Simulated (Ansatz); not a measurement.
# Ti: the cost of one run

Program: Ansatz 0.2.0. Level of theory: DFT PBEsol, scalar-relativistic, plane waves, PAW. These are calculated values, not measurements.

## (1) The system as given

It takes space group Fm-3m (No. 225, cubic). The conventional cell has a = 4.060 Å, b = 4.060 Å, c = 4.060 Å, α = 90.00°, β = 90.00°, γ = 90.00°. Ti (site symmetry m-3m) has 12 Ti at 2.87 Å in its first shell of neighbours.

Structure file:

```cif
data_structure
_symmetry_space_group_name_H-M 'P 1'
_symmetry_Int_Tables_number 1
_cell_length_a 2.8709
_cell_length_b 2.8709
_cell_length_c 2.8709
_cell_angle_alpha 60.000
_cell_angle_beta 60.000
_cell_angle_gamma 60.000
_cell_volume 16.73
loop_
_atom_site_label
_atom_site_type_symbol
_atom_site_fract_x
_atom_site_fract_y
_atom_site_fract_z
_atom_site_occupancy
Ti1 Ti 0.00000 0.00000 0.00000 1
```

No relaxation comes first: the listed cell is the starting point.

## (2) Zero of energy

Reference values: F = -2473.8498 eV; pressure -0.28 GPa; largest force 0.000 eV/Å; gap on the mesh none (metal). It was computed beforehand with the settings of the runs below.

## (3) Setting up energy and stress against strain

The cell is strained by ε times the Voigt pattern (0, 0, 1, 0, 0, 0) (xx, yy, zz, yz, xz, xy; engineering shear), with fractional coordinates fixed (clamped ions). The stress on the pattern is the sum of the stress components weighted by it, tension positive.

## (4) At ε = -0.0400

input.yaml

```yaml
crystal:
  lattice:
    - [0.0, 2.03, 1.9488]
    - [2.03, 0.0, 1.9488]
    - [2.03, 2.03, 0.0]
  atoms:
    - { symbol: Ti, position: [0.0, 0.0, 0.0] }
basis:
  ecutwfc: 420
kpoints:
  mp_grid: { grid: [20, 20, 20] }
hamiltonian:
  xc: pbesol
scf:
  occupations: { method: gaussian, width: 0.15 }
output:
  forces: true
  stress: true
  eigenvalues: true
```

The run is started by

```console
$ ansatz run input.yaml --threads 1 --pin off --max-ram 2560MiB --backend cpu --events-out ev --progress --plain --runs-dir out
```

**Question.** How long does this run take on 1 thread of Intel Xeon at 2.50GHz (Skylake/Cascade Lake), shared host, and how much memory does it need?

About 12 s, with a peak of 0.42 GiB.
